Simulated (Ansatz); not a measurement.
# GeH4OS: single points off equilibrium

One table from this session's results is given with a row withheld; the runs are named, their logs left out.

Computed with Ansatz 0.2.0, Gaussian basis. Level: single points in def2-TZVPP.

Correlated methods freeze the cores. Filled d shells of the heavier atoms are correlated.

### The starting structure

SMILES `S[O][GeH3]`, 7 atoms, charge 0, spin multiplicity 1.

Atoms are counted from 1 here; the program's logs count them from 0.

Bond lengths: S1–O2 1.657 Å, S1–H4 1.326 Å, O2–Ge3 1.775 Å, Ge3–H5 1.451 Å, Ge3–H6 1.521 Å, Ge3–H7 1.499 Å. Angles: O2–S1–H4 99.4°, S1–O2–Ge3 121.0°, O2–Ge3–H5 110.2°, O2–Ge3–H6 97.4°, O2–Ge3–H7 108.3°, H5–Ge3–H6 114.0°, H5–Ge3–H7 110.6°, H6–Ge3–H7 115.5°.

Coordinates:

```
S    -0.81930   -1.84110   -0.27120
O    -0.62130   -0.45290    0.61100
Ge    0.61360    0.74270    0.16940
H    -1.99250   -1.57630   -0.82990
H     0.40170    1.20290   -1.19030
H     0.27350    1.77650    1.23160
H     1.96060    0.09970    0.30370
```

The first run:

Input file run/in.yaml:

```yaml
crystal:
  periodic: [false, false, false]
  atoms:
    - {symbol: S, position_ang: [-0.819300, -1.841100, -0.271200]}
    - {symbol: O, position_ang: [-0.621300, -0.452900, 0.611000]}
    - {symbol: Ge, position_ang: [0.613600, 0.742700, 0.169400]}
    - {symbol: H, position_ang: [-1.992500, -1.576300, -0.829900]}
    - {symbol: H, position_ang: [0.401700, 1.202900, -1.190300]}
    - {symbol: H, position_ang: [0.273500, 1.776500, 1.231600]}
    - {symbol: H, position_ang: [1.960600, 0.099700, 0.303700]}
basis:
  gaussian: {orbitals: def2-TZVPP}
correlation: {method: ccsd_t}
output: {forces: true}
```

No record of the launch command was kept for these runs.

Among the steps run: CCSD(T)/def2-TZVPP; PBE0-D4/def2-TZVPP; wB97M-V/def2-TZVPP; r2SCAN-D4/def2-TZVPP; PBE-D4/def2-TZVPP; wB97X-V/def2-TZVPP; B97M-V/def2-TZVPP.

One table of the session follows, with a row left open; its other results are not shown here.

| method | RMS force component (eV/Å) | angle to CCSD(T) forces (°) | dipole (D) |
| --- | --- | --- | --- |
| CCSD(T) | 0.535 | reference | 1.66 |
| PBE0-D4 | 0.594 | 13.4 | 1.68 |
| wB97M-V | 0.556 | 10.3 | 1.67 |
| r2SCAN-D4 | ? | ? | ? |
| PBE-D4 | 0.678 | 16.3 | 1.59 |
| wB97X-V | 0.579 | 12.1 | 1.71 |
| B97M-V | 0.550 | 9.3 | 1.56 |

Q: Estimate the row for r2SCAN-D4 from the others.

As computed: RMS force component (eV/Å): 0.563; angle to CCSD(T) forces (°): 6.6; dipole (D): 1.68. In the column «RMS force component (eV/Å)» it lies between wB97M-V (0.556) and wB97X-V (0.579).
